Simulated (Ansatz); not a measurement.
# ZnCd5O6: the cost of one run

Computed with Ansatz 0.2.0 (DFT PBE, scalar-relativistic, plane waves, PAW, unless a step's input says otherwise).

## 1. The system as given

The structure is tetragonal, space group P-4m2 (No. 115). The conventional cell has a = 3.552 Å, b = 3.552 Å, c = 15.254 Å, α = 90.00°, β = 90.00°, γ = 90.00°. Zn (site symmetry -4m2) has 4 O at 2.03 Å in its first shell of neighbours. Cd (site symmetry 2mm) has 4 O at 2.22 Å in its first shell of neighbours. Around Cd (site symmetry -4m2) lie 4 O at 2.22 Å. O (site symmetry 2mm) has 2 Zn at 2.03 Å and 2 Cd at 2.22 Å in its first shell of neighbours. O (site symmetry 2mm) is surrounded by 4 Cd at 2.22 Å.

Coordinates:

```cif
data_structure
_symmetry_space_group_name_H-M 'P-4m2'
_symmetry_Int_Tables_number 115
_cell_length_a 3.5525
_cell_length_b 3.5525
_cell_length_c 15.2538
_cell_angle_alpha 90.000
_cell_angle_beta 90.000
_cell_angle_gamma 90.000
_cell_volume 192.51
loop_
_atom_site_label
_atom_site_type_symbol
_atom_site_symmetry_multiplicity
_atom_site_Wyckoff_symbol
_atom_site_fract_x
_atom_site_fract_y
_atom_site_fract_z
_atom_site_occupancy
Zn1 Zn 1 b 0.50000 0.50000 0.00000 1
Cd1 Cd 2 e 0.00000 0.00000 0.84838 1
Cd2 Cd 2 f 0.50000 0.50000 0.32585 1
Cd3 Cd 1 d 0.00000 0.00000 0.50000 1
O1 O 2 g 0.50000 0.00000 0.06443 1
O2 O 2 g 0.00000 0.50000 0.23869 1
O3 O 2 g 0.50000 0.00000 0.41291 1
```

The start is the relaxed end of an invented cell (made as: elements ordered on the sites of the ZnO type, Zn/Cd on Zn (P-4m2, No. 115)), taken up again for a closer look.

## 2. The guess as it stands, on a coarse mesh

The input, input.yaml:

```yaml
crystal:
  lattice:
    - [3.5524818, 0.0, 0.0]
    - [0.0, 3.5524818, 0.0]
    - [0.0, 0.0, 15.2538172]
  atoms:
    - { symbol: Zn, position: [0.5, 0.5, 0.0] }
    - { symbol: Cd, position: [0.0, 0.0, 0.848384] }
    - { symbol: Cd, position: [0.0, 0.0, 0.151616] }
    - { symbol: Cd, position: [0.5, 0.5, 0.325851] }
    - { symbol: Cd, position: [0.0, 0.0, 0.5] }
    - { symbol: Cd, position: [0.5, 0.5, 0.674149] }
    - { symbol: O, position: [0.5, 0.0, 0.064428] }
    - { symbol: O, position: [0.0, 0.5, 0.238692] }
    - { symbol: O, position: [0.5, 0.0, 0.412907] }
    - { symbol: O, position: [0.0, 0.5, 0.587093] }
    - { symbol: O, position: [0.5, 0.0, 0.761308] }
    - { symbol: O, position: [0.0, 0.5, 0.935572] }
basis:
  ecutwfc: 420
kpoints:
  mp_grid: { grid: [6, 6, 1] }
hamiltonian:
  xc: pbe
scf:
  occupations: { method: gaussian, width: 0.1 }
  lower_state_search: "off"
output:
  forces: true
  stress: true
  eigenvalues: true
```

On the command line:

```sh
$ ansatz run input.yaml --threads 4 --pin off --max-ram 8192MiB --backend cpu --events-out ev --progress --plain --runs-dir out
```

What time and memory should one allow on 4 threads of AMD EPYC 7R43 (Zen 3), shared host?

About 6.8 s, with a peak of 0.69 GiB.
